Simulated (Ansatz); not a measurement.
# RuCl (octet): the correlation ladder, def2-SVP

The task here is to estimate one member of a computed series from the others.

The runs use Ansatz 0.2.0, Gaussian basis; def2-SVP, core rule «outside noble gas», up to 9 orbitals frozen.

The runs, in order: UHF; CCSD(T) on ROHF; CCSD(T) on UHF; CISD as a restricted active space (open shells left free, so some higher excitations enter); CCSDT(Q) on ROHF; CCSDT(Q) on UHF; CASSCF and MRCISD+Q, 15 electrons in 11 orbitals; CASSCF and NEVPT4(SD), 15 electrons in 11 orbitals; CASSCF and NEVPT2, 15 electrons in 11 orbitals.

14 further runs of the same task are left out: 4 that didn't finish, 10 set aside as unsound or not needed. Runs told in other sessions of the task aren't counted.

### The system

The geometry is a PBE0/def2-TZVP stationary point (not a proven minimum) of the parent state, kept for this charge and spin. No spin-orbit coupling is included. Elements past krypton take def2 core potentials.

2 atoms, charge 0, spin multiplicity 8.

Atoms are counted from 1 here; the program's logs count them from 0.

Bond lengths: Ru1–Cl2 2.280 Å.

Set-up of the first run:

The input, in.yaml:

```yaml
crystal:
  periodic: [false, false, false]
  atoms:
    - {symbol: Ru, position_ang: [0.000000, 0.000000, 0.000000]}
    - {symbol: Cl, position_ang: [0.000000, 0.000000, 2.280400]}
basis:
  gaussian: {orbitals: def2-SVP}
magnetization: {spin_polarized: true, initial_magnetization: 7}
hamiltonian: {xc: hf}
output: {orbitals: {seedname: orbitals}}
```

Started as:

```
$ ansatz run in.yaml --threads 1 --pin off --events-out ev --progress --plain --max-ram 2393MiB
```

Steps of the session up to this table: UHF; CCSD(T) on ROHF; CCSD(T) on UHF; CISD as a restricted active space (open shells left free, so some higher excitations enter); CCSDT(Q) on ROHF; CCSDT(Q) on UHF; CASSCF and MRCISD+Q, 15 electrons in 11 orbitals; CASSCF and NEVPT4(SD), 15 electrons in 11 orbitals; CASSCF and NEVPT2, 15 electrons in 11 orbitals.

One of the session's tables, all rows but one given; the rest of the session is left out.

It belongs to the step «Misses and costs». 

```
             method  from RCCSDT(Q) (meV)
               ROHF               +7177.2
                UHF               +7095.7
               RMP2                +993.4
               UMP2                +952.6
               CISD                +808.7
              RCCSD                +319.8
              UCCSD                +306.7
           RCCSD(T)                 +56.6
           UCCSD(T)                 +45.7
             RCCSDT                 +13.4
             UCCSDT                  +1.0
          RCCSDT(Q)                     0
          UCCSDT(Q)                 -43.8
    CASSCF frontier               +7007.1
    NEVPT2 frontier                     ?
NEVPT4(SD) frontier                +269.5
    MRCISD frontier                +762.8
  MRCISD+Q frontier                +217.6
```

**Question.** Estimate the row for NEVPT2 frontier.

The run gave: from RCCSDT(Q) (meV): +1538.6. In the column «from RCCSDT(Q) (meV)» it lies between RMP2 (+993.4) and CASSCF frontier (+7007.1).

To keep in mind: Restricted and unrestricted rows rest on different reference determinants; a gap between their highest levels can come from leftover correlation error, from unlike frozen cores or from another state.
